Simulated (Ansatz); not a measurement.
# C2H8AlNS: the cost of one run

All numbers below are computed with Ansatz 0.2.0 (RKS PBE0-D4/def2-SVP).

## 1. The starting structure

Bond lengths: Al1–N2 2.240 Å, N2–C3 1.445 Å, N2–C4 1.447 Å, Al1–S5 2.100 Å, Al1–H7 1.534 Å, C3–H8 1.097 Å, C3–H9 1.091 Å, C3–H10 1.096 Å, C4–H11 1.095 Å, C4–H12 1.094 Å, C4–H13 1.096 Å. Angles (14 of 18 angles, heavy atoms first): Al1–N2–C3 131.2°, Al1–N2–C4 113.6°, C3–N2–C4 113.3°, N2–Al1–S5 88.0°, N2–Al1–H7 116.2°, S5–Al1–H7 155.4°, N2–C3–H8 110.9°, N2–C3–H9 109.2°, N2–C3–H10 110.9°, N2–C4–H11 110.5°, N2–C4–H12 108.6°, N2–C4–H13 111.8°, H8–C3–H9 108.8°, H8–C3–H10 108.4°.

As a file:

```xyz
13

Al   -1.1414    1.6290    0.9197
N     0.0959    0.0080   -0.0073
C     1.5170   -0.0800   -0.2550
C    -0.5751   -1.2722   -0.0663
S    -1.4189    2.4186   -1.0064
H    -0.4769    0.8969   -0.8325
H    -1.3948    1.5081    2.4278
H     1.7160   -0.5530   -1.2242
H     1.9424    0.9245   -0.2601
H     2.0135   -0.6687    0.5247
H    -0.2255   -1.9251    0.7407
H    -1.6493   -1.1086    0.0625
H    -0.4029   -1.7774   -1.0234
```

## 2. A restrained relaxation towards end A

Springs on the bonds that form and break draw the guess towards this end; the thresholds are loose.

The input, input.yaml:

```yaml
crystal:
  periodic: [false, false, false]
  atoms:
    - { symbol: Al, position_ang: [-1.1414, 1.629, 0.9197] }
    - { symbol: "N", position_ang: [0.0959, 0.008, -0.0073] }
    - { symbol: C, position_ang: [1.517, -0.08, -0.255] }
    - { symbol: C, position_ang: [-0.5751, -1.2722, -0.0663] }
    - { symbol: S, position_ang: [-1.4189, 2.4186, -1.0064] }
    - { symbol: H, position_ang: [-0.4769, 0.8969, -0.8325] }
    - { symbol: H, position_ang: [-1.3948, 1.5081, 2.4278] }
    - { symbol: H, position_ang: [1.716, -0.553, -1.2242] }
    - { symbol: H, position_ang: [1.9424, 0.9245, -0.2601] }
    - { symbol: H, position_ang: [2.0135, -0.6687, 0.5247] }
    - { symbol: H, position_ang: [-0.2255, -1.9251, 0.7407] }
    - { symbol: H, position_ang: [-1.6493, -1.1086, 0.0625] }
    - { symbol: H, position_ang: [-0.4029, -1.7774, -1.0234] }
basis:
  gaussian: { orbitals: def2-SVP }
hamiltonian:
  xc: pbe0
  dispersion: d4
relax:
  f_tol: 0.15
  max_steps: 25
  restrain:
    - { distance: [5, 1], at: 2.32, k: 30.0 }
    - { distance: [0, 1], at: 1.92, k: 30.0 }
    - { distance: [5, 4], at: 1.36, k: 30.0 }
output:
  orbitals: {}
```

The run is started by

```
$ ansatz run input.yaml --threads 2 --pin off --max-ram 3072MiB --backend cpu --events-out ev --progress --plain --runs-dir out
```

Q: Estimate wall time and peak memory on 2 threads of Intel Xeon Platinum 8488C (Sapphire Rapids), shared host.

About 44 s, with a peak of 0.3 GiB.
